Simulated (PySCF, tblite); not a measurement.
**C₄H₇F₂GeO radical: geometry, infrared bands and EPR parameters**

What infrared bands and EPR parameters should C₄H₇F₂GeO radical (`[F][GeH]([F])[C]1CCOC1`) show?

The runs use tblite 0.8.0 and PySCF 2.14.0, with density-fitted response routines of our own; the level of theory stands in each step. All values are computed, except where a source is named. Atoms count from 0, in the outputs and in this text.

### Step 1. Starting geometry

15 atoms, charge 0, multiplicity 2; geometry from: force field or distance geometry start.

Bonds of the start (Å): F0–Ge1 1.77, Ge1–F2 1.77, Ge1–C3 1.95, C3–C4 1.49, C4–C5 1.52, C5–O6 1.41, O6–C7 1.42, C7–C3 1.50, Ge1–H8 1.54, C4–H9 1.11, C4–H10 1.12, C5–H11 1.11, C5–H12 1.12, C7–H13 1.11, C7–H14 1.10.

### Step 2. Relaxing the molecule with GFN2-xTB

What the job is given:

```
{"job": {"kind": "relax", "xc": "GFN2-xTB", "basis": "xTB"}, "charge": 0, "multiplicity": 2}
F      3.293900    -0.734800     0.487900
Ge     1.998800     0.458900     0.661700
F      2.103400     1.170400     2.273900
C      0.268000    -0.414700     0.440700
C     -0.877900     0.530300     0.552800
C     -1.918900    -0.114200    -0.354200
O     -1.274300    -0.971100    -1.273000
C      0.095900    -1.025200    -0.919300
H      2.169700     1.556500    -0.402100
H     -1.237900     0.620400     1.597800
H     -0.606600     1.531100     0.141000
H     -2.490900     0.659200    -0.901000
H     -2.630400    -0.707400     0.271400
H      0.676400    -0.473800    -1.692300
H      0.426400    -2.077600    -0.907100
```

Started as:

```bash
$ OMP_NUM_THREADS=1 python probes_run.py task.json out
```

The driver reads the jobs from task.json and runs them one after another.

**Question.** This job is followed by: GFN2-xTB harmonic vibrations, gas phase; UKS B3LYP, def2-TZVP-core on Ge, pcH-1 on C F H O, non-relativistic, mean-field spin-orbit, GIAO. What will the session give for the following? strongest single infrared mode (GFN2-xTB); zero-point energy (GFN2-xTB); g(iso) (B3LYP); ⟨S²⟩; largest a(iso) (averaged by class); surface potential, 1st and 99th percentile.

**Answer**, as computed:

```
                                 quantity                      value
strongest single infrared mode (GFN2-xTB)      1900 cm⁻¹, 353 km/mol
             zero-point energy (GFN2-xTB)              62.8 kcal/mol
                           g(iso) (B3LYP)                    2.00202
                                     ⟨S²⟩         0.754 (exact 0.75)
       largest a(iso) (averaged by class)  1H on H13, H14, 113.8 MHz
    surface potential, 1st and 99th percentile         -1.27 V and 2.00 V
```

**Reading.** Relaxing lowered the energy by 0.556 eV in 86 steps; the close pair that moved most is Ge1–C3, from 1.951 to 1.916 Å. No mode is imaginary among the 39: a minimum at this level. The strongest single mode, at 1900 cm⁻¹, moves mainly H8. Unscaled tight-binding wavenumbers are off by several per cent, some by more. Its intensities can rank the bands wrongly. C3 carries the largest spin population, 0.95 e. The isotropic g lies 0.3 ppt below the free-electron value. The hyperfine terms hold no scalar relativity, which the heavier nuclei need.
